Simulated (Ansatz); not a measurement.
**SiW3: a tetragonal deformation path**

One table from this session's results is given with a row withheld; the runs are named, their logs left out.

Computed with Ansatz 0.2.0 (DFT PBE, scalar-relativistic, plane waves, PAW, unless a step's input says otherwise).

1 further run of the same task is left out (set aside as unsound or not needed). Runs told in other sessions of the task aren't counted.

## The system as given

Symmetry: Im-3m, No. 229, cubic system. The conventional cell has a = 5.208 Å, b = 5.208 Å, c = 5.208 Å, α = 90.00°, β = 90.00°, γ = 90.00°. Si (site symmetry m-3m) has 6 W at 2.60 Å in its first shell of neighbours. W (site symmetry 4/mmm) has 2 Si at 2.60 Å and 4 W at 2.60 Å in its first shell of neighbours.

Structure file:

```
Si W
1.0
    -2.60377    2.60377    2.60377
     2.60377   -2.60377    2.60377
     2.60377    2.60377   -2.60377
Si W
1 3
Cartesian
  0.0000 0.0000 0.0000
  0.0000 0.0000 2.6038
  0.0000 2.6038 0.0000
  2.6038 0.0000 0.0000
```

It goes back to an entry of the Materials Project, which need not be the stable form.

This cell was relaxed beforehand with the same method: volume 17.65 Å³/atom, gap on the mesh none (metal).

Set-up of the first run:

File input.yaml:

```yaml
crystal:
  lattice:
    - [-2.6037661906, 2.6037661906, 2.6037661906]
    - [2.6037661906, -2.6037661906, 2.6037661906]
    - [2.6037661906, 2.6037661906, -2.6037661906]
  atoms:
    - { symbol: Si, position: [0.0, 0.0, 0.0] }
    - { symbol: W, position: [0.5, 0.5, 0.0] }
    - { symbol: W, position: [0.5, 0.0, 0.5] }
    - { symbol: W, position: [0.0, 0.5, 0.5] }
basis:
  ecutwfc: 420
kpoints:
  mp_grid: { grid: [14, 14, 14] }
hamiltonian:
  xc: pbe
scf:
  occupations: { method: gaussian, width: 0.15 }
output:
  forces: true
  stress: true
  eigenvalues: true
```

Launch:

```
$ ansatz run input.yaml --threads 1 --pin off --max-ram 2560MiB --backend cpu --events-out ev --progress --plain --runs-dir out
```

Steps of the session up to this table: The reference: the undisturbed cell on the scan's mesh; ρ = 0.707; ρ = 1.414; ρ = 0.850; Point ρ = 1.200; ρ = 0.780; At ρ = 1.300; At ρ = 0.920; ρ = 1.100; Point ρ = 0.650; ρ = 1.500; Point ρ = 0.960; ρ = 1.050.

One table of the session follows, with a row left open; its other results are not shown here.

Collected from the runs (energy zero: the undisturbed cell):

```
    ρ  ΔE (meV/atom)  pressure (GPa)
0.650         3299.6            75.9
0.707         1900.6            45.9
0.780          875.4            23.6
0.850          346.6             9.4
0.920           84.9             2.7
0.960           19.6             0.7
1.000            0.0             0.0
1.050           26.8             0.9
1.100          100.6             3.4
1.200              ?               ?
1.300          685.2            22.3
1.414         1135.6            37.0
1.500         1532.4            50.0
```

Q: Estimate the row for ρ = 1.200 from the others.

Worked estimate for «ΔE (meV/atom)». A straight line through the neighbours (1.100, 100.6) and (1.300, 685.2) gives 100.6 + (685.2 − 100.6) × (1.200 − 1.100) / (1.300 − 1.100) = 392.9; a parabola fitted to 4 rows on both sides gives 357.3.

**Answer.** ΔE (meV/atom): 351.5; pressure (GPa): 11.5. In «ΔE (meV/atom)» the line misses by +41.4 and the parabola by +5.8.
